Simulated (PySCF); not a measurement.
# GaSe2: structure of the quartet

Aim: relax GaSe2 as a quartet from a hand-made end-on geometry, check by its vibrations whether the end is a minimum, and collect its spectrum and constants.

Program: PySCF 2.14.0. Level of theory: PBE0, basis Ga def2-SVP, Se def2-SVP, no relativity, density fitting. These are calculated values, not measurements.

## (1) Starting geometry

3 atoms, charge 0, spin multiplicity 4.

Bond lengths: Ga1–Se2 2.472 Å, Se2–Se3 2.348 Å. Angles: Ga1–Se2–Se3 119.9°.

```xyz
3
charge 0 multiplicity 4
Ga    0.0000    0.0000    0.0000
Se    0.0000    0.0000    2.4720
Se    2.0358    0.0000    3.6420
```

## (2) The SCF at the typed geometry

The steps below are one call of a driver around PySCF. For each, scf.py gives the equivalent set-up of the SCF; relaxations use the driver's own optimiser. After this first run the driver tries any further starts and a stability analysis.

The input, scf.py:

```python
from pyscf import gto, scf, dft
mol = gto.M(atom='''
Ga     0.000000     0.000000     0.000000
Se     0.000000     0.000000     2.472000
Se     2.035800     0.000000     3.642000''',
    basis={'Ga': 'def2-SVP', 'Se': 'def2-SVP'},
    charge=0, spin=3)
mf = dft.UKS(mol, xc='PBE0')
mf.grids.atom_grid = (50, 194)
aux = {'Ga': 'def2-universal-JKFIT', 'Se': 'def2-universal-JKFIT'}
mf = mf.density_fit(auxbasis=aux)
mf.conv_tol = 1e-08
mf.diis_space = 10
mf.max_cycle = 60
mf.init_guess = 'minao'
mf.verbose = 4
mf.kernel()
```

Run with:

```console
$ OMP_NUM_THREADS=2 python axn.py task.json out
```

After this run come: Relaxation: end-on start, quartet; Hessian and properties.

**Question.** What will these runs give? Wanted: minimum; geometry; wavenumbers; dipole moment; highest occupied, lowest empty level; polar-tensor charge of Ga1; zero-point energy; atomisation energy; ⟨S²⟩.

As calculated:

| quantity | value |
| --- | --- |
| minimum | quartet, Cs |
| geometry | Ga–Se 2.427 Å, Se–Se 2.495 Å; Ga–Se–Se 123.9° |
| wavenumbers (cm⁻¹) | 43 (a'), 132 (a'), 214 (a') |
| dipole moment | 1.51 D |
| highest occupied, lowest empty level (either spin) | -4.82, -4.18 eV |
| polar-tensor charge of Ga1 | +0.35 e |
| zero-point energy | 2.3 kJ/mol |
| entropy at 298.15 K | 351.1 J/(mol K) |
| atomisation energy (no zero-point energy) | 404 kJ/mol |
| ⟨S²⟩ | 3.759 |

In words: The end-on start keeps its Cs symmetry and ends in a minimum. In the infrared the band at 214 cm⁻¹ (a') leads. Most of the spin sits on Se3 (Mulliken spin 1.83, against 3 for the whole molecule). Only this shape and spin were tried, so other structures or states may lie lower.
